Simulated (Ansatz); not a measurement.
The system is GaGe.

```
Ge Ga
1.0
     0.00000    2.89784    2.89784
     2.89784    0.00000    2.89784
     2.89784    2.89784    0.00000
Ge Ga
1 1
Direct
  0.00000 0.00000 0.00000
  0.25000 0.25000 0.25000
```

The cell comes from a database or a generator and needn't be the stable form of this composition.

| Quantity | Value |
| --- | --- |
| Program | Ansatz 0.2.0 |
| Task | relaxation of cell and atoms |
| Functional | PBEsol |
| Dispersion | D3(BJ) |
| Potentials or basis | Ansatz PAW |
| Cutoff | 420 eV (not typed: the program's choice for these potentials) |
| k mesh | 8 × 8 × 8 |
| Occupations | fermi-dirac, width 0.05 eV |
| Spin | no spin polarisation |

At the start: volume 24.33 Å³/atom.

Problem. How do energy, volume and symmetry change on relaxing?

Solution. It ends after 5 steps and the volume is 22.51 Å³/atom (-7.5 %); space group F-43m (No. 216, to 0.05 Å).

Step by step:
| step | energy change (eV) | largest force (eV/Å) | volume (Å³) |
| --- | --- | --- | --- |
| 1 | 0.0000 | 0.0000 | 48.67 |
| 2 | -0.0455 | 0.0000 | 45.87 |
| 3 | -0.0485 | 0.0000 | 44.89 |
| 4 | -0.0486 | 0.0000 | 45.02 |
| 5 | -0.0479 | 0.0000 | 45.02 |

Final structure:
```yaml
crystal:
  lattice:
    - [0.00000, 2.82348, 2.82348]
    - [2.82348, 0.00000, 2.82348]
    - [2.82348, 2.82348, 0.00000]
  atoms:
    - { symbol: Ge, position: [0.00000, 0.00000, 0.00000] }
    - { symbol: Ga, position: [0.25000, 0.25000, 0.25000] }
```

Caveat: the plane-wave basis is chosen anew once the cell has moved, so the energies of steps on either side of that aren't comparable; pairwise dispersion overbinds metals, which lowers pressure and volume; the PAW data sets come from PBE, with cores solved anew for the run's functional, which leaves a small shift of forces and pressure.
